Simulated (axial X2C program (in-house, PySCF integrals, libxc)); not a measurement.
**All-electron X2C curves of InS**

What are the state, bond length, wavenumber and bond energy of InS, and what does spin–orbit coupling change?

Program: an in-house X2C program for linear molecules on PySCF integrals. Level of theory: all-electron X2C, In dyall-cv3z, S dyall-av3z. These are calculated values, not measurements.

## (1) Set-up

task.json reads:

```json
{"zs": [49, 16], "q": 0, "bas": ["dyall-cv3z", "dyall-av3z"], "levels": ["PBE0", "HF", "BHandHLYP"], "cc": true, "r0": 2.3, "thr": -2.0, "nmax": 110, "npts": 10, "nst": 2, "ntry": 8}
```

Keys: zs atomic numbers; q charge; bas basis sets; levels methods (HF also brings MP2); cc coupled cluster on or off; r0 starting distance in Å; thr threshold in hartree for freezing inner shells (an s shell follows its p shell); nmax most natural virtual spinors; npts points asked for on the curve; nst determinants followed; ntry starts of the search.

On the command line:

```sh
$ python so2c.py task.json out
```

Spin-free means the one-electron spin-free X2C Hamiltonian; two-component (2c) means X2C with spin–orbit coupling and atomic mean-field two-electron Coulomb and Gaunt terms. Basis: In dyall-cv3z contracted to [11s12p9d4f1g], S dyall-av3z contracted to [9s8p3d2f]; Gaussian nuclei, density fitting. Masses: In 114.904 u, S 31.972 u.

Notation: σ, π±, δ± give the projection m of an orbital's angular momentum (0, ±1, ±2), α and β its spin, Λ and M_S the sums; ω is the projection of a spinor's total angular momentum and Ω the sum. Logs are in hartree.

The results follow Hamiltonian by Hamiltonian and level by level.

## (2) Which state to follow

Determinants are compared with PBE0 at 2.300 Å.

Spin-free determinants:

```
ΔE (eV)             state                                  open shells
   0.00  M_S = 1/2, Λ = 0                     beyond closed shells: σα
   0.38  M_S = 1/2, Λ = 1          beyond closed shells: π+α, π+β, π-α
   3.13  M_S = 3/2, Λ = 0  beyond closed shells: σα, π+α, π+β, 2 × π-α
   3.13  M_S = 3/2, Λ = 2  beyond closed shells: σα, 2 × π+α, π+β, π-α
   3.34  M_S = 1/2, Λ = 2  beyond closed shells: σα, 2 × π+α, π+β, π-β
   3.63  M_S = 1/2, Λ = 2  beyond closed shells: σα, π+α, 2 × π+β, π-α
```

Two-component determinants:

```csv
ΔE (eV),state,open shells
0.00,Ω = 1/2,excess of +ω over −ω: ω = 1/2
0.35,Ω = 3/2,excess of +ω over −ω: ω = 3/2
3.20,Ω = 7/2,"excess of +ω over −ω: ω = 1/2, 2 × ω = 3/2"
3.26,Ω = 3/2,excess of +ω over −ω: ω = 3/2
3.48,Ω = 5/2,"excess of +ω over −ω: 2 × ω = 1/2, ω = 3/2"
3.51,Ω = 5/2,"excess of +ω over −ω: 2 × ω = 1/2, ω = 3/2"
3.57,Ω = 1/2,"excess of +ω over −ω: 2 × ω = -1/2, ω = 3/2"
```

## (3) PBE0, spin-free

State followed: M_S = 1/2, Λ = 0 (beyond closed shells: σα). The scan is laid around 2.287 Å, a first estimate of the minimum, and this SCF restarts from the orbitals of the search.

The SCF at the reference distance of 2.287 Å:

```text
spin-free X2C-1e  PBE0
basis functions 191  fitting functions 967  grid points 5080
iter        total energy     max residual
   1      -6279.525509467     1.48e+00
   2      -6279.858769380     5.10e-03
   3      -6279.858249020     5.14e-03
   4      -6279.859293454     1.51e-03
   5      -6279.859360535     6.64e-04
   6      -6279.859380500     6.75e-05
   7      -6279.859380731     2.65e-05
   8      -6279.859380751     1.69e-05
   9      -6279.859380761     5.81e-06
  10      -6279.859380762     2.27e-06
converged
one-electron -9007.28723231  Coulomb 2732.68730999  exact exchange -45.93812556  xc functional -140.72707550  nuclear repulsion 181.40574262
```

Along the bond, energies from the lowest point:

```
R (Å)  E (eV)  μ (D)  HOMO (eV)  LUMO (eV)  iterations
1.990  0.8677  -3.33      -6.94      -4.03          13
2.081  0.3388  -3.65      -7.06      -4.17          13
2.150  0.1243  -3.88      -6.97      -4.26          13
2.218  0.0216  -4.10      -6.84      -4.32          12
2.287  0.0000  -4.31      -6.72      -4.36          10
2.367  0.0459  -4.56      -6.59      -4.38          13
2.447  0.1424  -4.82      -6.46      -4.37          13
2.550  0.3098  -5.18      -6.30      -4.32          13
2.676  0.5471  -5.68      -6.11      -4.22          13
2.859  0.9082  -6.50      -5.84      -4.04          13
```

Dipoles are positive if S is the positive end.

Outer orbitals at the reference distance:

```csv
symmetry,occupied,ε (eV),atomic character
σα,yes,-22.44,"93% In d, 5% S s"
σβ,yes,-22.21,"95% In d, 3% S s"
δ-α,yes,-22.03,100% In d
δ+α,yes,-22.03,100% In d
π+α,yes,-22.01,99% In d
π-α,yes,-22.01,99% In d
δ+β,yes,-22.00,100% In d
δ-β,yes,-22.00,100% In d
π-β,yes,-21.93,99% In d
π+β,yes,-21.93,99% In d
σα,yes,-18.28,"72% S s, 12% In d, 8% In p"
σβ,yes,-17.55,"74% S s, 9% In d, 8% In p"
σα,yes,-10.67,"45% S p, 44% In s, 6% S s"
σβ,yes,-9.66,"49% In s, 38% S p, 7% S s"
σα,yes,-7.27,"38% S p, 34% In p, 22% In s"
π+α,yes,-6.92,"83% S p, 11% In p, 4% In d"
π-α,yes,-6.92,"83% S p, 11% In p, 4% In d"
π-β,yes,-6.72,"83% S p, 11% In p, 4% In d"
π+β,yes,-6.72,"83% S p, 11% In p, 4% In d"
σβ,no,-4.36,"41% S p, 34% In p, 18% In s"
π-α,no,-1.85,"72% In p, 10% S p, 9% S d"
π+α,no,-1.85,"72% In p, 10% S p, 9% S d"
π-β,no,-1.53,"72% In p, 10% S p, 10% S d"
```

PBE0 fields in the half plane through the axis: z from -2.4 to 4.5 Å across, distance from the axis 0.15 to 2.25 Å upwards; In lies at z = 0 and S at z = 2.287 Å; the ELF is damped to zero where the density is low.

log10 density (e/bohr³). Ten even steps from '0' (-4.44 ) to '9' (1.81 ):
```
001111222222222222211000
011222222222223332221100
112223333333333333322110
122233444443444444333211
122334455444445554443221
223344566654455555543321
223445677765555665544321
223445689865556886554321
```

ELF. Ten even steps from '0' (0.00 ) to '9' (0.89 ):
```
000122221111112222100000
002455543211234554321000
026776543322356777642000
268886432223468898763100
489975322222579999975200
799863345422589999986310
899853588842585003986310
899843738372470991786410
```

Re = 2.275 Å, ωe = 374 cm⁻¹, ωexe = 2.01 cm⁻¹, Be = 0.1302 cm⁻¹, De = 3.24 eV, μ = -4.27 D.

## (4) HF, spin-free

The SCF at the reference distance of 2.287 Å:

```text
spin-free X2C-1e  HF
basis functions 191  fitting functions 967  grid points 5080
iter        total energy     max residual
   1      -6276.946681958     1.94e-01
   2      -6276.975241022     4.59e-03
   3      -6276.976616227     1.85e-03
   4      -6276.976904610     1.59e-03
   5      -6276.976979467     8.97e-04
   6      -6276.977030313     4.31e-04
   7      -6276.977046814     3.12e-04
   8      -6276.977058372     1.78e-04
   9      -6276.977064035     6.83e-05
  10      -6276.977064893     1.24e-05
  11      -6276.977064905     7.18e-06
  12      -6276.977064908     3.23e-06
  13      -6276.977064909     1.95e-06
converged
one-electron -9006.47971374  Coulomb 2731.97084567  exact exchange -183.87393945  xc functional 0.00000000  nuclear repulsion 181.40574262
```

Re = 2.352 Å, ωe = 294.2 cm⁻¹, ωexe = 0.695 cm⁻¹, Be = 0.1219 cm⁻¹, De = 1.60 eV, μ = -4.84 D.

## (5) BHandHLYP, spin-free

The SCF at the reference distance of 2.287 Å:

```text
spin-free X2C-1e  BHandHLYP
basis functions 191  fitting functions 967  grid points 5080
iter        total energy     max residual
   1      -6280.316038219     7.13e-02
   2      -6280.318294829     2.40e-03
   3      -6280.318324062     1.98e-03
   4      -6280.318456823     9.90e-04
   5      -6280.318484464     3.40e-04
   6      -6280.318495094     1.87e-04
   7      -6280.318498692     6.31e-05
   8      -6280.318499161     1.52e-05
   9      -6280.318499184     6.11e-06
  10      -6280.318499185     2.24e-06
converged
one-electron -9007.35780805  Coulomb 2732.79319584  exact exchange -91.90042305  xc functional -95.25920654  nuclear repulsion 181.40574262
```

Re = 2.303 Å, ωe = 344 cm⁻¹, ωexe = 1.77 cm⁻¹, Be = 0.1271 cm⁻¹, De = 2.85 eV, μ = -4.47 D.

## (6) MP2 and beyond, spin-free

Correlated methods: 19 electrons correlated (frozen shells, counted by type: In 4 s, 3 p, 1 d; S 2 s, 1 p), 259 virtual spinors in MP2, 109 natural virtuals in coupled cluster.

Output of the correlated part at 2.287 Å:

```text
correlated 19  virtual 259  natural virtual 109  E(MP2) -0.657802298  MP2 remainder -0.054688620
iter   CCSD correlation   residual
   1     -0.571612022   1.50e-01
   2     -0.584958629   6.20e-02
   3     -0.588631426   2.66e-02
   4     -0.588484405   1.11e-02
   5     -0.588622889   4.97e-03
   6     -0.588664244   2.18e-03
   7     -0.588651223   1.00e-03
   8     -0.588664645   3.68e-04
   9     -0.588655499   1.37e-04
  10     -0.588657889   4.94e-05
  11     -0.588657109   2.08e-05
  12     -0.588657329   7.47e-06
  13     -0.588657402   2.77e-06
  14     -0.588657423   9.73e-07
  15     -0.588657428   3.75e-07
(T) -0.021466650  T1 0.0281  D1 0.0695  max T2 0.067
```

T1 in the output is the amplitude norm over the root of the electron number; divide by √2 for the Lee–Taylor value.

MP2: Re = 2.246 Å, ωe = 400 cm⁻¹, Be = 0.1336 cm⁻¹, De = 3.14 eV.

CCSD: Re = 2.299 Å, ωe = 352 cm⁻¹, ωexe = 2.04 cm⁻¹, Be = 0.1275 cm⁻¹, De = 2.99 eV. T1 at Re = 0.020 (Lee–Taylor, the printed value over √2).

CCSD(T): Re = 2.287 Å, ωe = 367 cm⁻¹, ωexe = 2.21 cm⁻¹, Be = 0.1289 cm⁻¹, De = 3.05 eV. T1 at Re = 0.020 (Lee–Taylor, the printed value over √2).

## (7) A higher determinant, spin-free

State: M_S = 1/2, Λ = 1 (beyond closed shells: π+α, π+β, π-α).

Output at the reference distance:

```text
spin-free X2C-1e  PBE0
basis functions 191  fitting functions 967  grid points 5080
iter        total energy     max residual
   1      -6279.494891570     1.55e+00
   2      -6279.843572908     5.35e-03
   3      -6279.843671084     4.62e-03
   4      -6279.844093554     2.97e-04
   5      -6279.844095890     1.33e-04
   6      -6279.844096425     3.22e-05
   7      -6279.844096438     4.50e-06
   8      -6279.844096439     2.95e-06
converged
one-electron -9008.23674526  Coulomb 2733.67213470  exact exchange -45.94712987  xc functional -140.73809863  nuclear repulsion 181.40574262
```

```csv
R (Å),E above the lowest PBE0 point (eV)
1.990,2.376
2.081,1.466
2.150,0.990
2.218,0.650
2.287,0.416
2.367,0.248
2.447,0.166
2.550,0.152
2.676,0.232
```

No constants are quoted: too few points lie around the minimum for a second fit to confirm the first.

## (8) The spin-free curves together

Energy (eV) of the followed determinant, spin-free, from each level's lowest point:

```csv
R (Å),PBE0,HF,MP2,CCSD,CCSD(T),BHandHLYP
1.990,0.868,1.047,0.794,n/a,n/a,0.956
2.081,0.339,0.474,0.278,0.399,0.381,0.402
2.150,0.124,0.227,0.079,0.165,0.149,0.168
2.218,0.022,0.086,0.000,0.042,0.033,0.044
2.287,0.000,0.017,0.006,0.000,0.000,0.000
2.367,0.046,0.000,0.077,0.022,0.035,0.018
2.447,0.142,0.031,0.189,0.096,0.120,0.087
2.550,0.310,0.120,0.362,0.235,0.275,0.222
2.676,0.547,0.277,0.597,n/a,n/a,0.426
2.859,0.908,0.555,0.953,n/a,n/a,0.753
```

[end of part 1 of 2]
